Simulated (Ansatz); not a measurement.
# C2H2OSe: the cost of one run

Program: Ansatz 0.2.0, Gaussian basis. Level of theory: the settings change from run to run. These are calculated values, not measurements.

### Step 1. The relaxed structure

An earlier PBE0-D4 in a triple-zeta def2 set relaxation fixed the geometry.

SMILES `OC#C[SeH]`, 6 atoms, charge 0, spin multiplicity 1.

Atoms are counted from 1 here; the program's logs count them from 0.

Bond lengths: O1–C2 1.299 Å, O1–H5 0.965 Å, C2–C3 1.204 Å, C3–Se4 1.818 Å, Se4–H6 1.474 Å. Angles: C2–O1–H5 110.4°, O1–C2–C3 175.6°, C2–C3–Se4 173.4°, C3–Se4–H6 96.1°.

### Step 2. r2SCAN/x2c-TZVPPall

Set apart from the defaults: charge +1, multiplicity 2, finite nuclei.

File in.yaml:

```yaml
crystal:
  periodic: [false, false, false]
  atoms:
    - {symbol: O, position_ang: [1.908457, -0.721734, 0.407245]}
    - {symbol: C, position_ang: [0.685922, -0.394015, 0.114011]}
    - {symbol: C, position_ang: [-0.471346, -0.117456, -0.071671]}
    - {symbol: Se, position_ang: [-2.224953, 0.133641, -0.480608]}
    - {symbol: H, position_ang: [2.517977, -0.374620, -0.255829]}
    - {symbol: H, position_ang: [-2.373956, 1.410081, 0.240652]}
basis:
  gaussian: {orbitals: x2c-TZVPPall, nuclear_model: gaussian}
total_charge: 1
magnetization: {spin_polarized: true, initial_magnetization: 1}
hamiltonian: {xc: {name: r2SCAN}}
output: {forces: true}
```

On the command line:

```bash
ansatz run in.yaml --threads 2 --pin off --events-out ev --progress --plain --max-ram 4352MiB
```

Q: Estimate wall time and peak memory on 2 threads of AMD EPYC 7B13, shared host.

About 7.5 s, with a peak of 0.37 GiB.
